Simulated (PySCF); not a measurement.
# [Yb(H2O)2]2+: other functionals and bases at one geometry

An exercise on one series of results from a longer session: the logs are not shown, and one member is left open.

Program: PySCF 2.14.0. Level of theory: several levels, as the steps say, no spin–orbit coupling. These are calculated values, not measurements.

1 further run of the same task is left out (for a known fault of the program).

### The system as given

7 atoms, charge 2, spin multiplicity 1.

Bond lengths: Yb1–O2 2.303 Å, Yb1–O5 2.299 Å, O2–H3 0.975 Å, O2–H4 0.975 Å, O5–H6 0.974 Å, O5–H7 0.975 Å. Angles: O2–Yb1–O5 112.4°, Yb1–O2–H3 127.8°, Yb1–O2–H4 128.4°, H3–O2–H4 103.7°, Yb1–O5–H6 128.1°, Yb1–O5–H7 128.1°, H6–O5–H7 103.8°.

Coordinates:

```
Yb   -1.0290    0.3773    0.0115
O     0.1827   -0.1003    1.9104
H     0.9899    0.3422    2.2322
H    -0.0056   -0.7667    2.5968
O     0.1588   -0.0338   -1.9136
H     0.8997   -0.6534   -2.0419
H     0.0296    0.3611   -2.7955
```

Formal oxidation states: Yb +2. An earlier session relaxed this geometry at PBE0, Yb def2-SVP with ECP28, O def2-SVP, H def2-SVP (singlet, point group C1).

At PBE0 on the finer grid: E = -1311.238486 Eh, HOMO -16.86 eV, LUMO -10.98 eV, Mulliken charge on Yb1 +1.57 e, largest force component 0.020 eV/Å. 

Levels to run: TPSSh; CAM-B3LYP; PBE0, TZVP. Hardware: 2 threads of Arm Neoverse V1, shared host.

Set-up of the first run:

run.py (the lines that set the calculation) reads:

```python
mol = gto.M(atom='''
Yb    -1.02904     0.37726     0.01147
O      0.18272    -0.10035     1.91042
H      0.98995     0.34223     2.23222
H     -0.00557    -0.76665     2.59685
O      0.15879    -0.03382    -1.91363
H      0.89973    -0.65342    -2.04188
H      0.02962     0.36114    -2.79546''',
    basis={'Yb': 'def2-SVP', 'O': 'def2-SVP', 'H': 'def2-SVP'},
    ecp={'Yb': 'def2-SVP'},
    charge=2, spin=0)
mf = dft.RKS(mol, xc='TPSSH')
mf.grids.atom_grid = (75, 302)  # f atoms: unpruned, at least (60, 302)
mf = mf.density_fit()  # fitting sets: Yb def2-universal-JKFIT, O def2-universal-JKFIT, H def2-universal-JKFIT
mf.conv_tol = 1e-08; mf.max_cycle = 55
mf.kernel(dm0)  # dm0: the density of the relaxed state
```

Command:

```
OMP_NUM_THREADS=2 python run.py
```

Among the steps run: TPSSh; CAM-B3LYP; PBE0, TZVP.

One table of the session follows, with a row left open; its other results are not shown here.

```
              level  HOMO (eV)  gap (eV)  charge on Yb1 (e)  dipole (D)  largest force component (eV/Å)
PBE0 (relaxed here)     -16.86      5.88               1.57        2.50                            0.02
              TPSSh          ?         ?                  ?           ?                               ?
          CAM-B3LYP     -18.28      7.90               1.53        2.54                            0.14
         PBE0, TZVP     -16.87      5.82               1.69        2.46                            0.33
```

**Question.** Estimate the row for TPSSh.

**Answer.** HOMO (eV): -14.96; gap (eV): 3.67; charge on Yb1 (e): 1.55; dipole (D): 2.54; largest force component (eV/Å): 0.27. In the column «HOMO (eV)» it is the highest.

The dipole of a charged species depends on the origin, so these sizes hold for this origin alone.

In one basis the HOMO–LUMO gap runs from 3.67 eV (TPSSh) to 7.90 eV (CAM-B3LYP). The largest leftover force, 0.33 eV/Å with PBE0, TZVP, stands at a geometry relaxed at another level. Total energies of different levels can't be compared.
